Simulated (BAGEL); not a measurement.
**CH4OZn (SMILES C[O][ZnH]): levels of theory compared**

Wanted: a comparison of 4 runs (HF/6-31G*, HF/def2-SVP, B3LYP/def2-SVP, PBE0/def2-SVP) of CH4OZn. 

The results are computed with BAGEL 1.2.2.

5 further runs of the same task are left out: 4 that didn't finish, 1 set aside as unsound or not needed.

### 1 The molecule

CH4OZn has 7 atoms, charge 0, and is taken as a singlet. As SMILES, `C[O][ZnH]`. The C1–O2 distance was set to 3.071 Å, away from the relaxed value. At this shape a bond of the SMILES string is far longer than usual.

Bond lengths: O2–Zn3 1.770 Å, C1–H4 1.096 Å, C1–H5 1.099 Å, C1–H6 1.099 Å, Zn3–H7 1.513 Å. Angles: O2–Zn3–H7 175.1°, H4–C1–H5 107.2°, H4–C1–H6 107.2°, H5–C1–H6 107.5°.

### 2 The energy at HF/6-31G(d) (density fitting with qzvpp-jkfit, spherical functions) (run 1)

calc.json reads:

```json
{ "bagel": [

{
  "title": "molecule",
  "basis": "6-31gs.json",
  "df_basis": "qzvpp-jkfit",
  "angstrom": true,
  "geometry": [
    { "atom": "C", "xyz": [      -1.631683,       2.021232,       0.436975 ] },
    { "atom": "O", "xyz": [       0.030000,      -0.322900,      -0.646100 ] },
    { "atom": "Zn", "xyz": [       1.247400,      -1.326800,       0.154800 ] },
    { "atom": "H", "xyz": [      -2.277583,       2.401932,      -0.362925 ] },
    { "atom": "H", "xyz": [      -1.010483,       2.860332,       0.780475 ] },
    { "atom": "H", "xyz": [      -2.284683,       1.729332,       1.271375 ] },
    { "atom": "H", "xyz": [       2.301600,      -2.248700,       0.728500 ] }
  ]
},

{ "title": "hf" },

{ "title": "print", "file": "orbitals.molden", "orbitals": true }

]}
```

The basis set 6-31G* is read from a file made from the Basis Set Exchange's data (not shown).

Command:

```
BAGEL_NUM_THREADS=1 BAGEL calc.json > calc.out
```

The program printed:

```text
* using 1 threads per process

  ===============================================================
  ===============================================================

  *** Geometry ***

  { "atom" : "C", "xyz" : [     -3.083434,      3.819575,      0.825763 ] },
  { "atom" : "O", "xyz" : [      0.056692,     -0.610193,     -1.220952 ] },
  { "atom" : "Zn", "xyz" : [      2.357244,     -2.507289,      0.292530 ] },
  { "atom" : "H", "xyz" : [     -4.304008,      4.538994,     -0.685829 ] },
  { "atom" : "H", "xyz" : [     -1.909536,      5.405244,      1.474884 ] },
  { "atom" : "H", "xyz" : [     -4.317425,      3.267964,      2.402551 ] },
  { "atom" : "H", "xyz" : [      4.349394,     -4.249427,      1.376665 ] },

  Number of auxiliary basis functions:      488

  Since a DF basis is specified, we compute 2- and 3-index integrals:
    o Being stored without compression. Storage requirement is 0.019 GB

  Number of basis functions:       70
  Number of electrons      :       48

    * METHOD: MOLECULE                             0.39

  *** RHF ***

  === Nuclear Repulsion ===
   136.9225613187

      * DIIS with orbital gradients will be used.

  === RHF iteration (6-31gs.json) ===
      0      -1891.76009110          0.02985575           0.08
      1      -1889.47506941          0.06833447           0.08
      2      -1892.16604500          0.00947718           0.08
      3      -1892.23123627          0.00307606           0.08
      4      -1892.24215571          0.00256797           0.08
      5      -1892.24707195          0.00218719           0.08
      6      -1892.25042357          0.00063881           0.08
      7      -1892.25110930          0.00022428           0.08
      8      -1892.25113105          0.00010903           0.08
      9      -1892.25114645          0.00003976           0.08
[... 17 lines of this table left out ...]
     27      -1892.25115751          0.00000003           0.08
     28      -1892.25115751          0.00000002           0.08
     29      -1892.25115751          0.00000002           0.08
     30      -1892.25115751          0.00000001           0.08
    * SCF iteration converged.

    * Permanent dipole moment:
           (    0.824627,    -1.296415,    -0.836548) a.u.

    * METHOD: HF                                   2.77

    * METHOD: PRINT                                0.02

  ===============================================================
```

It took 3.6 s on 1 thread of Arm Neoverse N1, shared host; peak memory 0.1 GiB.

### 3 A single-point energy at HF/def2-SVP (density fitting with qzvpp-jkfit) (run 2)

input.json reads:

```json
{ "bagel" : [

{
  "title" : "molecule",
  "basis" : "svp",
  "df_basis" : "qzvpp-jkfit",
  "angstrom" : true,
  "geometry" : [
    { "atom" : "C", "xyz" : [   -1.631683,    2.021232,    0.436975 ] },
    { "atom" : "O", "xyz" : [    0.030000,   -0.322900,   -0.646100 ] },
    { "atom" : "Zn", "xyz" : [    1.247400,   -1.326800,    0.154800 ] },
    { "atom" : "H", "xyz" : [   -2.277583,    2.401932,   -0.362925 ] },
    { "atom" : "H", "xyz" : [   -1.010483,    2.860332,    0.780475 ] },
    { "atom" : "H", "xyz" : [   -2.284683,    1.729332,    1.271375 ] },
    { "atom" : "H", "xyz" : [    2.301600,   -2.248700,    0.728500 ] }
  ]
},
{
  "title" : "hf"
},
{
  "title" : "print",
  "file" : "orbitals.molden",
  "orbitals" : true
}

]}
```

Command:

```
BAGEL_NUM_THREADS=1 BAGEL input.json > input.out
```

The program printed:

```text
* using 1 threads per process

  ===============================================================
  ===============================================================

  *** Geometry ***

  { "atom" : "C", "xyz" : [     -3.083434,      3.819575,      0.825763 ] },
  { "atom" : "O", "xyz" : [      0.056692,     -0.610193,     -1.220952 ] },
  { "atom" : "Zn", "xyz" : [      2.357244,     -2.507289,      0.292530 ] },
  { "atom" : "H", "xyz" : [     -4.304008,      4.538994,     -0.685829 ] },
  { "atom" : "H", "xyz" : [     -1.909536,      5.405244,      1.474884 ] },
  { "atom" : "H", "xyz" : [     -4.317425,      3.267964,      2.402551 ] },
  { "atom" : "H", "xyz" : [      4.349394,     -4.249427,      1.376665 ] },

  Number of auxiliary basis functions:      488

  Since a DF basis is specified, we compute 2- and 3-index integrals:
    o Being stored without compression. Storage requirement is 0.024 GB

  Number of basis functions:       79
  Number of electrons      :       48

    * METHOD: MOLECULE                             0.37

  *** RHF ***

  === Nuclear Repulsion ===
   136.9225613187

      * DIIS with orbital gradients will be used.

  === RHF iteration (svp) ===
      0      -1891.77503727          0.02374708           0.10
      1      -1888.30523549          0.05955930           0.09
      2      -1892.14531544          0.00817546           0.09
      3      -1892.20170343          0.00397542           0.09
      4      -1892.21951283          0.00191178           0.09
      5      -1892.22417373          0.00235722           0.09
      6      -1892.22637961          0.00168556           0.09
      7      -1892.22859737          0.00047574           0.09
      8      -1892.22886349          0.00007835           0.09
      9      -1892.22887284          0.00003988           0.09
     10      -1892.22887508          0.00002962           0.09
     11      -1892.22887694          0.00001991           0.09
     12      -1892.22887777          0.00001470           0.09
     13      -1892.22887999          0.00000444           0.09
     14      -1892.22888006          0.00000170           0.09
     15      -1892.22888006          0.00000092           0.09
     16      -1892.22888006          0.00000048           0.09
     17      -1892.22888006          0.00000043           0.09
     18      -1892.22888006          0.00000008           0.09
     19      -1892.22888006          0.00000004           0.09
     20      -1892.22888006          0.00000003           0.09
     21      -1892.22888006          0.00000002           0.09
     22      -1892.22888006          0.00000001           0.09
    * SCF iteration converged.

    * Permanent dipole moment:
           (    0.603432,    -1.071231,    -0.886543) a.u.

    * METHOD: HF                                   2.42

    * METHOD: PRINT                                0.03

  ===============================================================
```

Wall time 3 s (1 thread of Arm Neoverse N1, shared host); peak memory 0.11 GiB.

Run 3 isn't shown in full; the table further down has it.

### 4 A single-point energy at PBE0/def2-SVP (density fitting with qzvpp-jkfit) (run 4)

input.json reads:

```json
{ "bagel": [

{
  "title": "molecule",
  "basis": "svp",
  "df_basis": "qzvpp-jkfit",
  "angstrom": true,
  "geometry": [
    { "atom": "C", "xyz": [   -1.631683,    2.021232,    0.436975 ] },
    { "atom": "O", "xyz": [    0.030000,   -0.322900,   -0.646100 ] },
    { "atom": "Zn", "xyz": [    1.247400,   -1.326800,    0.154800 ] },
    { "atom": "H", "xyz": [   -2.277583,    2.401932,   -0.362925 ] },
    { "atom": "H", "xyz": [   -1.010483,    2.860332,    0.780475 ] },
    { "atom": "H", "xyz": [   -2.284683,    1.729332,    1.271375 ] },
    { "atom": "H", "xyz": [    2.301600,   -2.248700,    0.728500 ] }
  ]
},
{
  "title": "ks",
  "xc_func": "pbe0"
},
{
  "title": "print",
  "file": "orbitals.molden",
  "orbitals": true
}

]}
```

Command:

```
BAGEL_NUM_THREADS=1 BAGEL input.json > input.out
```

The program printed:

```text
* using 1 threads per process

  ===============================================================
  ===============================================================

  *** Geometry ***

  { "atom" : "C", "xyz" : [     -3.083434,      3.819575,      0.825763 ] },
  { "atom" : "O", "xyz" : [      0.056692,     -0.610193,     -1.220952 ] },
  { "atom" : "Zn", "xyz" : [      2.357244,     -2.507289,      0.292530 ] },
  { "atom" : "H", "xyz" : [     -4.304008,      4.538994,     -0.685829 ] },
  { "atom" : "H", "xyz" : [     -1.909536,      5.405244,      1.474884 ] },
  { "atom" : "H", "xyz" : [     -4.317425,      3.267964,      2.402551 ] },
  { "atom" : "H", "xyz" : [      4.349394,     -4.249427,      1.376665 ] },

  Number of auxiliary basis functions:      488

  Since a DF basis is specified, we compute 2- and 3-index integrals:
    o Being stored without compression. Storage requirement is 0.024 GB

  Number of basis functions:       79
  Number of electrons      :       48

    * METHOD: MOLECULE                             0.37

  *** Kohn-Sham DFT ***

    * Removing 9102 points whose weight is below 1.00e-10
    * Grid points: 95240

  === Nuclear Repulsion ===
   136.9225613187

       - DIIS with orbital gradients will be used.

  === KS iteration (pbe0 / svp) ===
      0      -1682.01731375          0.13814159           0.47
      1      -1608.25696278          0.19444339           0.46
      2      -1633.84887694          0.10819821           0.46
      3      -1637.53552153          0.15176668           0.46
      4      -1813.03012723          0.26232353           0.46
      5      -1703.33376321          0.18082507           0.45
      6      -1702.91018951          0.17955238           0.46
      7      -1703.21944813          0.17863993           0.45
      8      -1634.69390198          0.11691613           0.46
      9      -1686.44067195          0.22553598           0.46
[... 53 lines of this table left out ...]
     63      -1894.16294763          0.00000003           0.46
     64      -1894.16294763          0.00000003           0.46
     65      -1894.16294763          0.00000002           0.46
     66      -1894.16294763          0.00000001           0.46
    * SCF iteration converged.

    * Permanent dipole moment:
           (    0.412613,    -0.769772,    -0.689482) a.u.

    * METHOD: KS                                  31.62

    * METHOD: PRINT                                0.03

  ===============================================================
```

It took 32 s on 1 thread of Arm Neoverse N1, shared host; peak memory 0.38 GiB.

### 5 The series

```
run                                                              level   energy (Eh)  dipole moment (D)  HOMO energy (eV)  LUMO energy (eV)  wall time
  1  HF/6-31G* (density fitting with qzvpp-jkfit, spherical functions)  -1892.251158               4.45             -7.93             -1.18      3.6 s
  2                     HF/def2-SVP (density fitting with qzvpp-jkfit)  -1892.228880               3.85             -7.88             -1.07        3 s
  3                  B3LYP/def2-SVP (density fitting with qzvpp-jkfit)  -1894.611044               2.75             -6.62             -4.75       20 s
  4                   PBE0/def2-SVP (density fitting with qzvpp-jkfit)  -1894.162948               2.83             -6.83             -4.59       32 s
```

### 6 Results

```
            quantity           value
 run 4: total energy  -1894.16295 Eh
run 4: dipole moment          2.83 D
  run 4: HOMO energy        -6.83 eV
  run 4: LUMO energy        -4.59 eV
run 4: HOMO–LUMO gap         2.24 eV
```

What this shows: The dipole moment (its size) runs from 2.75 D (B3LYP/def2-SVP) to 4.45 D (HF/6-31G*). The two ends differ in method and basis. The HOMO–LUMO gap runs from 1.87 eV (B3LYP/def2-SVP) to 6.81 eV (HF/def2-SVP). Exact exchange widens orbital gaps. Totals of different functionals can't be ranked against each other. In runs 1, 2, 3, 4 a closed-shell determinant meets a far-stretched bond, which it describes badly. All runs together took 59 s, the longest 32 s.
